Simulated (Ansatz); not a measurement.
The same calculation of C₂H₁₀Ge₂N₂, SMILES C/N=[CH]/[GeH2][NH][GeH3] as a Python script and as an input file (Ansatz 0.2.0 through its Python package).

Run as a notebook:

**Cell 1**
```python
from pathlib import Path

import ansatz as az
import numpy as np

BASIS = "cc-pVDZ"
XC = "b3lyp"
VDW = "d4"

GEOMETRY = """
C     3.54900   -0.29040    0.31820
N     2.23570    0.29460    0.20150
C     1.25210   -0.34610   -0.32140
Ge   -0.47100    0.48950   -0.44260
N    -1.71090   -0.51150    0.52550
Ge   -3.36380    0.32560    0.31600
H     4.23250    0.44050    0.79690
H     3.50500   -1.20570    0.94660
H     3.94430   -0.54560   -0.68850
H     1.37690   -1.35910   -0.69490
H    -0.39280    1.92350    0.14120
H    -0.90340    0.55710   -1.92970
H    -1.78210   -1.44050    0.05360
H    -3.29770    1.75840    0.90400
H    -4.45030   -0.48820    1.06390
H    -3.72340    0.39810   -1.19030
"""
```

**Cell 2**
```python
molecule = az.Crystal.molecule()
for line in GEOMETRY.strip().splitlines():
    symbol, *xyz = line.split()
    molecule = molecule.atom(symbol, [float(v) for v in xyz])

setup = (
    molecule.calculation()
    .basis(gaussian=BASIS)  # atom-centred Gaussian functions
    .functional(XC, dispersion=VDW)  # exchange and correlation
    .forces()  # minus the gradient of the free energy
    .orbitals()
)
outcome = setup.run(threads=1, runs_dir="c2h10ge2n2_runs")
rep = outcome.report
```

**Cell 3**
```python
rep["converged"], rep["free_energy_ev"]
```
Output:
```text
(True, -118253.96647537836)
```

**Cell 4**
```python
rep["mean_field"]["state"]["spin_squared"]
```
Output:
```text
-7.105427357601002e-15
```

**Cell 5**
```python
type(outcome).__name__, type(rep).__name__
```
Output:
```text
('RunOutcome', 'dict')
```

**Cell 6**
```python
print(f"E = {rep['free_energy_ev']:.6f} eV = {rep['free_energy_ev'] / 27.211386246:.7f} Ha")
print("converged:", rep["converged"], " doubts:", rep["published_state_doubts"] or "none")
```
Output:
```text
E = -118253.966475 eV = -4345.7531126 Ha
converged: True  doubts: none
```

**Cell 7**
```python
state = rep["mean_field"]["state"]
print(f"mean field: {state['energy']['hartree']:.7f} Ha, <S^2> = {abs(state['spin_squared']):.4f}, stability: {state.get('stability', {}).get('kind')}")
```
Output:
```text
mean field: -4345.7314078 Ha, <S^2> = 0.0000, stability: minimum
```

**Cell 8**
```python
symbols = [site.symbol for site in molecule.cartesian_sites]
forces = np.array(rep["forces_ev_ang"])
print("largest force", round(float(np.linalg.norm(forces, axis=1).max()), 4), "eV/A, rms", round(float(np.sqrt((forces ** 2).mean())), 4))
```
Output:
```text
largest force 1.788 eV/A, rms 0.4268
```

**Cell 9**
```python
charges = rep["charge_distribution"]
dipole = np.array(charges["dipole_moment_e_ang"]) * 4.803205
print("dipole (D): {:.3f} {:.3f} {:.3f}, length {:.3f}".format(*dipole, np.linalg.norm(dipole)))
print("atom  Mulliken   Lowdin")
for symbol, m, l in zip(symbols, charges["mulliken_charges_e"], charges["lowdin_charges_e"]):
    print(f"{symbol:4s} {m:9.3f} {l:8.3f}")

lines = Path(rep["orbitals_path"]).read_text().splitlines()
field_of = lambda key: [line.split("=")[1].strip() for line in lines if line.startswith(key)]
orbitals = [(27.211386 * float(e), s, float(n)) for e, s, n in zip(field_of("Ene="), field_of("Spin="), field_of("Occup="))]
homo = max(e for e, _, n in orbitals if n > 0.5)
lumo = min(e for e, _, n in orbitals if n < 0.5)
print(f"HOMO {homo:.3f} eV, LUMO {lumo:.3f} eV, gap {lumo - homo:.3f} eV")
```
Output:
```text
dipole (D): 0.573 -1.644 -1.012, length 2.014
atom  Mulliken   Lowdin
C        0.045   -0.043
N       -0.198    0.165
C       -0.025   -0.157
Ge       0.440    0.153
N       -0.453   -0.008
Ge       0.363    0.184
H        0.034   -0.000
H        0.032    0.007
H        0.030    0.006
H       -0.022   -0.018
H       -0.054   -0.045
H       -0.105   -0.071
H        0.119    0.012
H       -0.057   -0.051
H       -0.066   -0.065
H       -0.084   -0.068
HOMO -6.450 eV, LUMO -1.031 eV, gap 5.418 eV
```

`input.yaml`:
```yaml
crystal:
  periodic: [false, false, false]
  atoms:
    - { symbol: C, position_ang: [3.549, -0.2904, 0.3182] }
    - { symbol: "N", position_ang: [2.2357, 0.2946, 0.2015] }
    - { symbol: C, position_ang: [1.2521, -0.3461, -0.3214] }
    - { symbol: Ge, position_ang: [-0.471, 0.4895, -0.4426] }
    - { symbol: "N", position_ang: [-1.7109, -0.5115, 0.5255] }
    - { symbol: Ge, position_ang: [-3.3638, 0.3256, 0.316] }
    - { symbol: H, position_ang: [4.2325, 0.4405, 0.7969] }
    - { symbol: H, position_ang: [3.505, -1.2057, 0.9466] }
    - { symbol: H, position_ang: [3.9443, -0.5456, -0.6885] }
    - { symbol: H, position_ang: [1.3769, -1.3591, -0.6949] }
    - { symbol: H, position_ang: [-0.3928, 1.9235, 0.1412] }
    - { symbol: H, position_ang: [-0.9034, 0.5571, -1.9297] }
    - { symbol: H, position_ang: [-1.7821, -1.4405, 0.0536] }
    - { symbol: H, position_ang: [-3.2977, 1.7584, 0.904] }
    - { symbol: H, position_ang: [-4.4503, -0.4882, 1.0639] }
    - { symbol: H, position_ang: [-3.7234, 0.3981, -1.1903] }
basis:
  gaussian:
    orbitals: cc-pVDZ
hamiltonian:
  xc: b3lyp
  dispersion: d4
output:
  orbitals: {}
  forces: true
```

Total energies depend on the basis set; only differences at equal settings carry meaning. The geometry is a force-field or estimated start, not a minimum of this method, and the basis set is short of its limit. The Löwdin charges here are taken after orthogonalising the functions within each atom; they differ from plain Löwdin charges, and their signs can be unphysical. b3lyp holds the VWN-RPA fit, as in Gaussian; the form of ORCA and Turbomole is b3lyp5. Levels such as HOMO and LUMO are orbital energies: with these approximate functionals they aren't the ionisation energy and electron affinity, and their gap isn't the fundamental gap. Run time: 19 s on 1 thread of Arm Neoverse V1 (shared host), peak memory 0.54 GiB.

(Lines on the test bed's own set-up are left out of the output.)
